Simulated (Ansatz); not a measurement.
# C2H3BFN: basis-set convergence

An exercise on one series of results from a longer session: the logs are not shown, and one member is left open.

Method: one geometry, several basis sets; program: Ansatz 0.2.0, Gaussian basis.

The runs, in order: PBE0-D4/def2-SVP; ωB97M-V/def2-SVP; PBE0-D4/def2-QZVPP; ωB97M-V/def2-QZVPP; the functionals' def2-TZVPP values are taken from earlier runs.

## Structure used throughout

An earlier PBE0-D4 in a triple-zeta def2 set relaxation fixed the geometry.

SMILES `FB1CC=N1`, 8 atoms, charge 0, spin multiplicity 1.

Atoms are counted from 1 here; the program's logs count them from 0.

Bond lengths: F1–B2 1.309 Å, B2–C3 1.592 Å, B2–N5 1.472 Å, C3–C4 1.514 Å, C3–H6 1.092 Å, C3–H7 1.092 Å, C4–N5 1.291 Å, C4–H8 1.095 Å. Angles: F1–B2–C3 136.0°, F1–B2–N5 129.3°, C3–B2–N5 94.4°, B2–C3–C4 74.0°, B2–C3–H6 118.0°, B2–C3–H7 120.6°, C4–C3–H6 113.9°, C4–C3–H7 116.9°, H6–C3–H7 109.5°, C3–C4–N5 106.3°, C3–C4–H8 129.1°, N5–C4–H8 124.5°, B2–N5–C4 84.9°.

As a file:

```
F    -1.46814    1.70829   -0.63252
B    -0.69758    0.66428   -0.45628
C     0.52823    0.29213    0.48846
C     0.11290   -0.99911   -0.18497
N    -0.80813   -0.68522   -1.03410
H     1.52114    0.64221    0.20018
H     0.42756    0.33786    1.57445
H     0.47612   -2.01755   -0.01101
```

The first run:

Input file in.yaml:

```yaml
crystal:
  periodic: [false, false, false]
  atoms:
    - {symbol: F, position_ang: [-1.468136, 1.708294, -0.632520]}
    - {symbol: B, position_ang: [-0.697584, 0.664284, -0.456280]}
    - {symbol: C, position_ang: [0.528228, 0.292128, 0.488459]}
    - {symbol: C, position_ang: [0.112896, -0.999113, -0.184974]}
    - {symbol: N, position_ang: [-0.808126, -0.685223, -1.034104]}
    - {symbol: H, position_ang: [1.521140, 0.642211, 0.200180]}
    - {symbol: H, position_ang: [0.427558, 0.337864, 1.574449]}
    - {symbol: H, position_ang: [0.476123, -2.017545, -0.011012]}
basis:
  gaussian: {orbitals: def2-SVP}
hamiltonian: {xc: pbe0, dispersion: d4}
output: {orbitals: {seedname: orbitals}}
```

Command:

```console
> ansatz run in.yaml --threads 2 --pin off --events-out ev --progress --plain --max-ram 4352MiB
```

Among the steps run: PBE0-D4 in def2-SVP; ωB97M-V in def2-SVP; PBE0-D4 in def2-QZVPP; ωB97M-V in def2-QZVPP.

One table of the session follows, with a row left open; its other results are not shown here.

It belongs to the step «Density functionals: the series». 

| functional | basis | HOMO (eV) |
| --- | --- | --- |
| PBE0-D4 | def2-SVP | -7.71 |
| PBE0-D4 | def2-TZVPP | -7.85 |
| PBE0-D4 | def2-QZVPP | ? |
| ωB97M-V | def2-SVP | -10.09 |
| ωB97M-V | def2-TZVPP | -10.24 |
| ωB97M-V | def2-QZVPP | -10.26 |

**Question.** Estimate the row for PBE0-D4, def2-QZVPP.

As computed: HOMO (eV): -7.87. In the column «HOMO (eV)» it lies between ωB97M-V, def2-SVP (-10.09) and PBE0-D4, def2-TZVPP (-7.85).
